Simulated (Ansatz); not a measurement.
# CH₆AlBS: small, medium and large basis sets

One table from this session's results is given with a row withheld; the runs are named, their logs left out.

Program: Ansatz 0.2.0, Gaussian basis. Level of theory: one geometry, several basis sets. These are calculated values, not measurements.

Levels to be run: PBE0-D4/def2-SVP; ωB97M-V/def2-SVP; PBE0-D4/def2-QZVPP; ωB97M-V/def2-QZVPP; the functionals' def2-TZVPP values are taken from earlier runs.

### Structure used throughout

The geometry comes from an earlier relaxation with PBE0-D4 in a triple-zeta def2 set; it is a stationary point, not always the lowest conformer.

SMILES `[BH2][AlH][S]C`, 10 atoms, charge 0, spin multiplicity 1.

Atoms are counted from 1 here; the program's logs count them from 0.

Bond lengths: B1–Al2 2.121 Å, B1–H5 1.200 Å, B1–H6 1.200 Å, Al2–S3 2.182 Å, Al2–H7 1.588 Å, S3–C4 1.823 Å, C4–H8 1.089 Å, C4–H9 1.089 Å, C4–H10 1.089 Å. Angles: Al2–B1–H5 122.6°, Al2–B1–H6 122.7°, H5–B1–H6 114.6°, B1–Al2–S3 119.0°, B1–Al2–H7 126.4°, S3–Al2–H7 114.7°, Al2–S3–C4 103.1°, S3–C4–H8 111.5°, S3–C4–H9 107.1°, S3–C4–H10 111.2°, H8–C4–H9 108.5°, H8–C4–H10 109.9°, H9–C4–H10 108.6°.

Geometry (Å):

```xyz
10

B    -1.1836    1.0570   -1.1169
Al    0.9046    1.0761   -0.7471
S     1.7458   -0.3832    0.6392
C     0.2860   -1.3349    1.1743
H    -1.6766    0.4232   -2.0081
H    -1.9671    1.6673   -0.4439
H     1.9654    2.0666   -1.3909
H    -0.4858   -0.6854    1.5851
H     0.6172   -2.0157    1.9576
H    -0.1227   -1.9222    0.3534
```

The first run:

in.yaml reads:

```yaml
crystal:
  periodic: [false, false, false]
  atoms:
    - {symbol: B, position_ang: [-1.183589, 1.057048, -1.116851]}
    - {symbol: Al, position_ang: [0.904646, 1.076109, -0.747081]}
    - {symbol: S, position_ang: [1.745834, -0.383163, 0.639240]}
    - {symbol: C, position_ang: [0.286013, -1.334920, 1.174308]}
    - {symbol: H, position_ang: [-1.676646, 0.423215, -2.008089]}
    - {symbol: H, position_ang: [-1.967136, 1.667270, -0.443895]}
    - {symbol: H, position_ang: [1.965372, 2.066575, -1.390927]}
    - {symbol: H, position_ang: [-0.485847, -0.685422, 1.585124]}
    - {symbol: H, position_ang: [0.617237, -2.015676, 1.957616]}
    - {symbol: H, position_ang: [-0.122686, -1.922237, 0.353353]}
basis:
  gaussian: {orbitals: def2-SVP}
hamiltonian: {xc: pbe0, dispersion: d4}
output: {orbitals: {seedname: orbitals}}
```

Launch:

```console
$ ansatz run in.yaml --threads 2 --pin off --events-out ev --progress --plain --max-ram 4352MiB
```

Among the steps run: PBE0-D4 in def2-SVP; ωB97M-V in def2-SVP; PBE0-D4 in def2-QZVPP; ωB97M-V in def2-QZVPP.

One of the session's tables, all rows but one given; the rest of the session is left out.

It belongs to the step «Functionals by basis». 

```
functional       basis  HOMO (eV)  LUMO (eV)
   PBE0-D4    def2-SVP      -7.04      -2.51
   PBE0-D4  def2-TZVPP      -7.10      -2.55
   PBE0-D4  def2-QZVPP      -7.12      -2.56
   ωB97M-V    def2-SVP      -9.16      -0.46
   ωB97M-V  def2-TZVPP      -9.27      -0.59
   ωB97M-V  def2-QZVPP          ?          ?
```

**Question.** Estimate the row for ωB97M-V, def2-QZVPP.

As computed: HOMO (eV): -9.29; LUMO (eV): -0.64. In the column «HOMO (eV)» it is the lowest.
